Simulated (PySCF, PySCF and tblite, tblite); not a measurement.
# C₉H₁₉NSSi₂: telling isomers apart by computed NMR, part 2 of 3

PySCF and tblite. Atoms count from 0.

## 6. Shieldings, isomer B, conformer 1: PBE0/6-31G*

The job: settings as JSON, then the geometry in Å.

```
{"job": {"xc": "PBE0", "basis": "6-31G*", "kind": "nmr", "pop": false}, "charge": 0, "multiplicity": 1}
C      3.639095    -0.584395     0.094960
Si     1.935591     0.251254    -0.076833
C      1.461696     0.993236     1.617121
C      2.039192     1.615291    -1.409619
C      0.726790    -1.094576    -0.643967
N      1.342322    -2.195768    -1.160708
C      0.514223    -3.087639    -1.549135
S     -1.151927    -2.673639    -1.325168
C     -0.642442    -1.152001    -0.647026
Si    -2.007374     0.014333    -0.057619
C     -1.677861     1.816120    -0.580286
C     -3.634192    -0.545707    -0.882820
C     -2.187224    -0.153820     1.834306
H      3.633753    -1.331555     0.882377
H      3.917030    -1.086974    -0.825117
H      4.413856     0.139616     0.330093
H      2.240990     1.666209     1.961883
H      0.536081     1.556629     1.582321
H      1.348532     0.216243     2.367076
H      1.085104     2.104747    -1.572222
H      2.359754     1.199477    -2.360120
H      2.757750     2.378734    -1.126790
H      0.795148    -4.027296    -1.983680
H     -1.518581     1.894916    -1.651163
H     -2.531480     2.438471    -0.330267
H     -0.810434     2.235624    -0.084647
H     -4.467692     0.077493    -0.572795
H     -3.569136    -0.491631    -1.965619
H     -3.876505    -1.571877    -0.623401
H     -1.262373     0.079046     2.350587
H     -2.470765    -1.165113     2.111017
H     -2.954140     0.516155     2.210745
```

What it wrote:

```text
coarse grid: 27488 points
cycle   1  E = -1385.4441485010  dE =  1.385e+00  |g| = 7.717e-01  |ddm| = 5.180e+00
cycle   2  E = -1385.3703864008  dE =  7.376e-02  |g| = 9.315e-01  |ddm| = 1.597e+00
cycle   3  E = -1385.5863309522  dE = -2.159e-01  |g| = 2.348e-01  |ddm| = 1.075e+00
cycle   4  E = -1385.6001983230  dE = -1.387e-02  |g| = 3.887e-02  |ddm| = 2.764e-01
cycle   5  E = -1385.6005060640  dE = -3.077e-04  |g| = 1.968e-02  |ddm| = 6.181e-02
cycle   6  E = -1385.6006036704  dE = -9.761e-05  |g| = 6.266e-03  |ddm| = 2.574e-02
cycle   7  E = -1385.6006143946  dE = -1.072e-05  |g| = 1.644e-03  |ddm| = 9.133e-03
cycle   8  E = -1385.6006150811  dE = -6.865e-07  |g| = 3.886e-04  |ddm| = 2.108e-03
final grid: 249536 points
cycle   9  E = -1385.4604446450  dE = -4.016e-05  |g| = 1.446e-02  |ddm| = 3.739e-02
cycle  10  E = -1385.4603948572  dE =  4.979e-05  |g| = 1.959e-02  |ddm| = 3.574e-02
cycle  11  E = -1385.4604970572  dE = -1.022e-04  |g| = 4.452e-03  |ddm| = 2.546e-02
cycle  12  E = -1385.4605023924  dE = -5.335e-06  |g| = 3.812e-04  |ddm| = 5.034e-03
cycle  13  E = -1385.4605024191  dE = -2.676e-08  |g| = 2.084e-04  |ddm| = 6.357e-04
cycle  14  E = -1385.4605024297  dE = -1.051e-08  |g| = 6.734e-05  |ddm| = 2.686e-04
cycle  15  E = -1385.4605024308  dE = -1.141e-09  |g| = 2.850e-05  |ddm| = 1.056e-04
cycle  16  E = -1385.4605024310  dE = -2.124e-10  |g| = 4.421e-06  |ddm| = 3.133e-05
converged SCF energy = -1385.4605024310

GIAO shielding tensors (ppm)
atom      isotropic    diamagn.    paramagn.     s11        s22        s33       span
  0 C      194.904     251.114     -56.210    188.863    196.112    199.736     10.874
  1 Si     415.994     884.787    -468.793    397.875    407.959    442.148     44.273
  2 C      194.713     255.671     -60.958    190.675    194.932    198.531      7.856
  3 C      194.655     253.422     -58.767    188.999    195.076    199.890     10.891
  4 C       44.270     255.567    -211.298    -32.413     35.183    130.039    162.453
  5 N      -64.743     331.725    -396.468   -333.878    -82.735    222.383    556.261
  6 C       48.533     267.710    -219.178    -26.099     50.617    121.081    147.180
  7 S      242.686    1062.136    -819.450     35.964    323.147    368.948    332.984
  8 C       57.178     264.227    -207.049     -6.605     32.991    145.149    151.754
  9 Si     419.514     884.639    -465.125    410.079    415.348    433.114     23.035
 10 C      194.340     255.448     -61.108    189.001    195.759    198.261      9.260
 11 C      194.057     251.706     -57.649    185.666    196.330    200.175     14.508
 12 C      193.830     253.867     -60.037    188.706    192.284    200.501     11.794
 13 H       31.999      31.154       0.845     28.278     29.513     38.206      9.927
 14 H       31.293      30.359       0.933     25.999     29.323     38.556     12.557
 15 H       32.360      29.821       2.539     27.419     30.306     39.355     11.937
 16 H       32.117      32.134      -0.017     27.211     29.791     39.347     12.136
 17 H       31.893      36.073      -4.180     27.028     30.257     38.395     11.367
 18 H       32.143      34.171      -2.028     28.713     30.314     37.403      8.690
 19 H       32.133      34.429      -2.296     25.900     31.539     38.960     13.060
 20 H       32.158      31.816       0.342     28.023     29.877     38.573     10.550
 21 H       32.282      31.173       1.109     28.166     29.130     39.551     11.385
 22 H       23.978      29.438      -5.460     20.108     23.273     28.552      8.444
 23 H       32.090      33.674      -1.584     28.816     30.013     37.441      8.625
 24 H       32.148      31.903       0.245     27.204     29.791     39.449     12.245
 25 H       31.722      35.859      -4.137     26.807     30.021     38.337     11.531
 26 H       32.213      29.645       2.567     27.123     29.865     39.650     12.527
 27 H       32.043      30.883       1.160     28.456     29.775     37.899      9.443
 28 H       31.923      30.571       1.352     26.995     30.616     38.159     11.165
 29 H       31.984      34.716      -2.732     25.793     31.414     38.746     12.953
 30 H       32.226      32.098       0.128     27.873     30.323     38.482     10.609
 31 H       32.283      31.382       0.901     28.189     29.002     39.657     11.468
```

Wall time 85 s (1 thread of Arm Neoverse V1, shared host); peak memory 1.3 GiB.

Key values: HOMO -6.79 eV, LUMO -0.64 eV; dipole 1.47 D.

## 7. Boltzmann average, isomer B: properties at PBE0/6-31G*

The job: settings as JSON, then the geometry in Å.

```
{"job": {"study": "conf", "smiles": "C[Si](C)(C)c1ncsc1[Si](C)(C)C", "search": {"seed": 7992, "n_embed": 90, "ff_keep": 18, "window": 2.5, "nmax": 4, "temps": [250, 298.15, 350], "t_ref": 298.15, "order": 0.0005}, "level": {"nmr": {"xc": "PBE0", "basis": "6-31G*"}}, "kind": "conf"}, "charge": 0, "multiplicity": 1}
C      3.639095    -0.584395     0.094960
Si     1.935591     0.251254    -0.076833
C      1.461696     0.993236     1.617121
C      2.039192     1.615291    -1.409619
C      0.726790    -1.094576    -0.643967
N      1.342322    -2.195768    -1.160708
C      0.514223    -3.087639    -1.549135
S     -1.151927    -2.673639    -1.325168
C     -0.642442    -1.152001    -0.647026
Si    -2.007374     0.014333    -0.057619
C     -1.677861     1.816120    -0.580286
C     -3.634192    -0.545707    -0.882820
C     -2.187224    -0.153820     1.834306
H      3.633753    -1.331555     0.882377
H      3.917030    -1.086974    -0.825117
H      4.413856     0.139616     0.330093
H      2.240990     1.666209     1.961883
H      0.536081     1.556629     1.582321
H      1.348532     0.216243     2.367076
H      1.085104     2.104747    -1.572222
H      2.359754     1.199477    -2.360120
H      2.757750     2.378734    -1.126790
H      0.795148    -4.027296    -1.983680
H     -1.518581     1.894916    -1.651163
H     -2.531480     2.438471    -0.330267
H     -0.810434     2.235624    -0.084647
H     -4.467692     0.077493    -0.572795
H     -3.569136    -0.491631    -1.965619
H     -3.876505    -1.571877    -0.623401
H     -1.262373     0.079046     2.350587
H     -2.470765    -1.165113     2.111017
H     -2.954140     0.516155     2.210745
```

What it wrote:

```text
conformer  sym    E(xTB)   E(DFT)   G(298.15 K)  weight  dipole/D
    1     C1      0.000    0.000    0.000   1.0000    1.474

mean shielding (ppm) by class
class atoms           250 K   298.15 K      350 K
  0 C  0,2,3        194.757    194.757    194.757
  1 Si 1            415.994    415.994    415.994
  2 C  4              44.27      44.27      44.27
  3 N  5            -64.743    -64.743    -64.743
  4 C  6             48.533     48.533     48.533
  5 S  7            242.686    242.686    242.686
  6 C  8             57.178     57.178     57.178
  7 Si 9            419.514    419.514    419.514
  8 C  10,11,12     194.076    194.076    194.076
  9 H  13,14,15      32.042     32.042     32.042
 10 H  22            23.978     23.978     23.978
 11 H  23,24,25       32.07      32.07      32.07
```

Run time: 92 s. Hardware: 1 thread of Arm Neoverse V1, shared host. This counts the runs that the step sums up.

The search (ETKDG and KDG, MMFF94s, GFN2-xTB) embedded 90 structures, kept 1 distinct ones after the force field and 1 after xTB; 1 was carried on (window 2.5 kcal/mol at the search's own energies). Energies: PBE0/6-31G* with D3(BJ).

Conformer by conformer (298 K):

```
no.  group  mirror pair  ΔE xTB  ΔE DFT    ΔG  weight (%)  μ (D)  C0–Si1–C4–N5 (°)  S7–C8–Si9–C10 (°)     A, B, C (GHz)
  1     C1          yes    0.00    0.00  0.00       100.0   1.47               -18               -137  0.68, 0.46, 0.33
```

Energies in kcal/mol. ΔG holds xTB vibrations and rotation, symmetry numbers and mirror pairs.

Shifts against references run at the same level (13C TMS 196.4, 1H TMS 32.41, 15N NH3 261.4, 29Si TMS 415.5 ppm of shielding), by class of atoms, at 298 K:

```
                   atoms                                              environment  average
                      C4      substituted aromatic carbon next to a ring nitrogen    152.1
                      C6                 aromatic CH between two ring heteroatoms    147.9
                      C8      substituted aromatic carbon next to the ring sulfur    139.2
           C10, C11, C12                               methyl carbon bonded to Si      2.3
              C0, C2, C3                               methyl carbon bonded to Si      1.6
                     H22  hydrogen on an aromatic CH between two ring heteroatoms     8.43
H13, H14, H15 and 6 more                 hydrogen on a methyl carbon bonded to Si     0.37
H23, H24, H25 and 6 more                 hydrogen on a methyl carbon bonded to Si     0.34
                     Si1                                    silicon bonded to 4 C     -0.5
                     Si9                                    silicon bonded to 4 C     -4.0
                      N5                       pyridine-type nitrogen of an azole    326.2
                      S7                                     aromatic ring sulfur  243 (σ)
```

Effective distances for nuclear Overhauser effects, ⟨r⁻⁶⟩^(−1/6) over all pairs of two classes (Å): H13···H23 3.76.

## 8. GFN2-xTB relaxation, isomer C, conformer 1

The job: settings as JSON, then the geometry in Å.

```
{"job": {"xc": "GFN2-xTB", "basis": "xTB", "kind": "relax"}, "charge": 0, "multiplicity": 1}
C     -3.273200     1.815400    -1.412900
Si    -2.696200     0.490200    -0.236600
C     -3.733700     0.530800     1.332400
C     -2.876900    -1.186200    -1.053100
C     -0.863700     0.796000     0.234400
C     -0.439600     1.954700     0.838500
S      1.264700     1.873600     1.083400
C      1.280400     0.323200     0.366200
Si     2.815300    -0.648200     0.170300
C      3.498500    -0.937900     1.871800
C      2.360700    -2.251100    -0.659100
C      3.962400     0.350300    -0.885500
N      0.107000    -0.139000    -0.038400
H     -2.676100     1.815400    -2.328600
H     -4.329900     1.658900    -1.687200
H     -3.207500     2.809200    -0.940100
H     -3.669400     1.514800     1.819000
H     -4.795200     0.343800     1.088300
H     -3.415500    -0.226000     2.046600
H     -2.539900    -1.988600    -0.365400
H     -2.281300    -1.240200    -1.954800
H     -3.922400    -1.378200    -1.306700
H     -0.993100     2.830900     1.165300
H      2.774200    -1.463200     2.504500
H      4.407300    -1.548100     1.820300
H      3.760800     0.002600     2.364300
H      3.253300    -2.868800    -0.799400
H      1.648200    -2.818100    -0.052100
H      1.916800    -2.076100    -1.642500
H      4.895000    -0.197000    -1.068300
H      3.521000     0.588000    -1.856600
H      4.232600     1.300500    -0.402800
```

What it wrote:

```text
step      E/eV     max force
  0   -1048.42955    2.412
  1   -1048.62529    1.241
  2   -1048.66980    0.444
  3   -1048.69453    0.301
  4   -1048.72023    0.463
  5   -1048.73626    0.535
  6   -1048.75733    0.382
  7   -1048.76908    0.211
  8   -1048.77455    0.120
  9   -1048.77653    0.121
 10   -1048.77767    0.082
 11   -1048.77851    0.082
 12   -1048.77922    0.067
 13   -1048.77983    0.075
 14   -1048.78030    0.052
 15   -1048.78065    0.030
 16   -1048.78065    0.030
 17   -1048.78081    0.027
 18   -1048.78119    0.042
 19   -1048.78130    0.039
 20   -1048.78160    0.031
 21   -1048.78185    0.031
 22   -1048.78217    0.052
 23   -1048.78258    0.062
 24   -1048.78312    0.054
 25   -1048.78373    0.048
 26   -1048.78432    0.047
 27   -1048.78476    0.047
 28   -1048.78504    0.032
 29   -1048.78521    0.025
 30   -1048.78537    0.030
 31   -1048.78553    0.039
 32   -1048.78568    0.039
 33   -1048.78578    0.022
 34   -1048.78584    0.019
 35   -1048.78589    0.019
 36   -1048.78594    0.020
 37   -1048.78598    0.014
 38   -1048.78603    0.022
 39   -1048.78608    0.030
 40   -1048.78617    0.031
 41   -1048.78630    0.039
 42   -1048.78646    0.033
 43   -1048.78662    0.027
 44   -1048.78676    0.029
 45   -1048.78689    0.026
 46   -1048.78700    0.028
 47   -1048.78708    0.021
 48   -1048.78714    0.025
 49   -1048.78722    0.028
 50   -1048.78733    0.034
 51   -1048.78746    0.031
 52   -1048.78755    0.016
 53   -1048.78759    0.010
 54   -1048.78761    0.010
 55   -1048.78763    0.010
 56   -1048.78766    0.013
 57   -1048.78770    0.017
 58   -1048.78775    0.018
 59   -1048.78780    0.013
 60   -1048.78784    0.009
 61   -1048.78785    0.010
 62   -1048.78787    0.009
 63   -1048.78788    0.008
 64   -1048.78790    0.007
 65   -1048.78791    0.009
 66   -1048.78794    0.012
 67   -1048.78796    0.011
 68   -1048.78799    0.010
 69   -1048.78800    0.009
 70   -1048.78802    0.010
 71   -1048.78804    0.014
 72   -1048.78807    0.016
 73   -1048.78811    0.015
 74   -1048.78814    0.012
 75   -1048.78817    0.009
 76   -1048.78819    0.011
 77   -1048.78820    0.009
 78   -1048.78822    0.009
 79   -1048.78823    0.009
 80   -1048.78825    0.008
 81   -1048.78826    0.011
 82   -1048.78828    0.012
 83   -1048.78830    0.009
 84   -1048.78831    0.007
 85   -1048.78832    0.006
 86   -1048.78832    0.007
 87   -1048.78833    0.006
 88   -1048.78833    0.005
 89   -1048.78834    0.004
 90   -1048.78834    0.007
 91   -1048.78835    0.008
 92   -1048.78835    0.005
 93   -1048.78835    0.004
```

It took 1.6 s on 1 thread of Arm Neoverse V1, shared host.

Gain 0.359 eV; displacement 0.09 Å root mean square.

## 9. Shieldings, isomer C, conformer 1: PBE0/6-31G*

The job: settings as JSON, then the geometry in Å.

```
{"job": {"xc": "PBE0", "basis": "6-31G*", "kind": "nmr", "pop": false}, "charge": 0, "multiplicity": 1}
C     -3.325310     1.852286    -1.431436
Si    -2.717134     0.506993    -0.220216
C     -3.793798     0.544201     1.356593
C     -2.762137    -1.211592    -1.034523
C     -0.927035     0.885670     0.258177
C     -0.459652     2.013162     0.865024
S      1.236056     1.934851     1.115053
C      1.217941     0.337952     0.363300
Si     2.795340    -0.681108     0.152008
C      3.533452    -0.972432     1.886999
C      2.329918    -2.317538    -0.694547
C      4.006797     0.340699    -0.910061
N      0.045229    -0.026667    -0.005330
H     -2.728740     1.867103    -2.338604
H     -4.357919     1.682006    -1.719973
H     -3.268479     2.841333    -0.986545
H     -3.744778     1.511794     1.847322
H     -4.835762     0.347406     1.123824
H     -3.470365    -0.203376     2.074687
H     -2.396121    -1.974010    -0.354521
H     -2.134088    -1.239339    -1.919089
H     -3.770570    -1.484069    -1.331319
H     -1.012815     2.876626     1.174858
H      2.857231    -1.547957     2.512494
H      4.471330    -1.516178     1.829581
H      3.728351    -0.031507     2.393566
H      3.204739    -2.943526    -0.840003
H      1.614073    -2.875693    -0.100488
H      1.879188    -2.141597    -1.665500
H      4.955193    -0.173863    -1.029791
H      3.604433     0.524399    -1.902089
H      4.210211     1.305578    -0.454434
```

What it wrote:

```text
coarse grid: 27488 points
cycle   1  E = -1385.4500308344  dE =  1.347e+00  |g| = 7.664e-01  |ddm| = 5.181e+00
cycle   2  E = -1385.3758479773  dE =  7.418e-02  |g| = 9.245e-01  |ddm| = 1.616e+00
cycle   3  E = -1385.5873166026  dE = -2.115e-01  |g| = 2.577e-01  |ddm| = 1.147e+00
cycle   4  E = -1385.6043614759  dE = -1.704e-02  |g| = 3.519e-02  |ddm| = 3.053e-01
cycle   5  E = -1385.6046450399  dE = -2.836e-04  |g| = 1.395e-02  |ddm| = 5.508e-02
cycle   6  E = -1385.6046925866  dE = -4.755e-05  |g| = 6.039e-03  |ddm| = 2.097e-02
cycle   7  E = -1385.6047021449  dE = -9.558e-06  |g| = 1.428e-03  |ddm| = 7.809e-03
final grid: 249536 points
cycle   8  E = -1385.4631978755  dE = -3.169e-05  |g| = 1.414e-02  |ddm| = 3.327e-02
cycle   9  E = -1385.4631351431  dE =  6.273e-05  |g| = 2.041e-02  |ddm| = 3.778e-02
cycle  10  E = -1385.4632477281  dE = -1.126e-04  |g| = 4.775e-03  |ddm| = 2.766e-02
cycle  11  E = -1385.4632538455  dE = -6.117e-06  |g| = 3.513e-04  |ddm| = 5.298e-03
cycle  12  E = -1385.4632538699  dE = -2.434e-08  |g| = 1.733e-04  |ddm| = 5.616e-04
cycle  13  E = -1385.4632538774  dE = -7.508e-09  |g| = 4.320e-05  |ddm| = 1.975e-04
cycle  14  E = -1385.4632538778  dE = -4.429e-10  |g| = 1.974e-05  |ddm| = 6.902e-05
converged SCF energy = -1385.4632538778

GIAO shielding tensors (ppm)
atom      isotropic    diamagn.    paramagn.     s11        s22        s33       span
  0 C      195.052     251.262     -56.210    190.369    194.535    200.251      9.882
  1 Si     418.643     885.861    -467.219    404.104    404.905    446.919     42.815
  2 C      195.029     251.267     -56.238    190.329    194.526    200.232      9.903
  3 C      197.016     253.799     -56.783    193.391    197.057    200.601      7.210
  4 C       49.601     258.347    -208.746    -23.694     46.661    125.835    149.529
  5 C       67.573     270.365    -202.792    -19.496     71.034    151.182    170.677
  6 S      242.663    1064.350    -821.687    -19.810    336.968    410.830    430.640
  7 C       31.175     265.146    -233.971     -9.677     -6.306    109.508    119.185
  8 Si     417.940     885.636    -467.696    403.090    407.762    442.969     39.879
  9 C      194.544     251.704     -57.160    188.835    194.458    200.339     11.504
 10 C      198.050     253.465     -55.416    195.090    197.633    201.426      6.335
 11 C      194.541     251.706     -57.165    188.829    194.464    200.329     11.500
 12 N      -72.393     331.254    -403.648   -347.477   -105.183    235.480    582.956
 13 H       32.232      32.055       0.177     27.996     30.475     38.225     10.230
 14 H       32.242      29.042       3.199     27.840     29.466     39.419     11.579
 15 H       32.145      30.945       1.199     27.297     30.503     38.634     11.337
 16 H       32.144      30.944       1.200     27.299     30.503     38.631     11.333
 17 H       32.241      29.043       3.198     27.840     29.466     39.418     11.578
 18 H       32.231      32.057       0.174     27.994     30.476     38.223     10.229
 19 H       31.699      33.953      -2.254     27.572     29.382     38.144     10.573
 20 H       31.701      33.950      -2.249     27.584     29.379     38.139     10.555
 21 H       32.301      30.611       1.690     27.239     30.246     39.419     12.180
 22 H       24.970      33.784      -8.814     20.954     24.749     29.207      8.253
 23 H       32.185      32.089       0.095     27.949     30.329     38.276     10.328
 24 H       32.246      28.795       3.451     27.874     29.301     39.563     11.689
 25 H       32.104      31.031       1.073     27.180     30.876     38.257     11.077
 26 H       32.367      30.147       2.220     27.327     30.175     39.599     12.272
 27 H       31.771      33.680      -1.908     27.569     29.502     38.243     10.673
 28 H       31.773      33.677      -1.904     27.574     29.501     38.244     10.670
 29 H       32.246      28.792       3.454     27.872     29.303     39.562     11.691
 30 H       32.184      32.084       0.099     27.950     30.326     38.275     10.325
 31 H       32.103      31.028       1.074     27.179     30.874     38.254     11.076
```

It took 78 s on 1 thread of Arm Neoverse V1, shared host; peak memory 1.3 GiB.

This run: HOMO -6.66 eV, LUMO -0.56 eV; dipole 0.36 D.

(Continued in part 3 of 3.)
